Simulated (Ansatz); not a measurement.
A run of Ansatz 0.2.0:

input.yaml

```yaml
crystal:
  lattice:
    - [0.0, 2.325, 2.325]
    - [2.325, 0.0, 2.325]
    - [2.325, 2.325, 0.0]
  atoms:
    - { symbol: Zr, position: [0.0, 0.0, 0.0] }
    - { symbol: B, position: [0.5, 0.5, 0.5] }
hamiltonian:
  xc: lda
  pseudopotentials: { kind: paw }
  hubbard: { sites: [{ species: Zr, l: d, u_eff: 3.0 }] }
kpoints:
  mp_grid: { grid: [10, 10, 10] }
scf:
  occupations: { method: fermi_dirac, width: 0.05 }
output:
  forces: true
  stress: true
  eigenvalues: true
  write_density: true
  write_potential: true
  elf: true
  volumetric_format: npy
relax:
  f_tol: 0.01
  max_steps: 40
  cell: { stress_tol: 0.05 }
```

Potentials or basis: Ansatz PAW.

The run is started by

```sh
$ ansatz run input.yaml --threads 2 --pin off --max-ram 5632MiB --backend cpu --events-out ev --progress --plain --runs-dir out
```

Hardware: 2 threads of Arm Neoverse V2, with other jobs on the host.

**Question.** How long does it take, and how much memory?

**Answer.** Run time: 5.2 s on 2 threads of Arm Neoverse V2, on a shared host, peak memory 0.31 GiB. Counts: scf iterations 34, plane waves 537, k points 47, bands 12, ion steps 7.
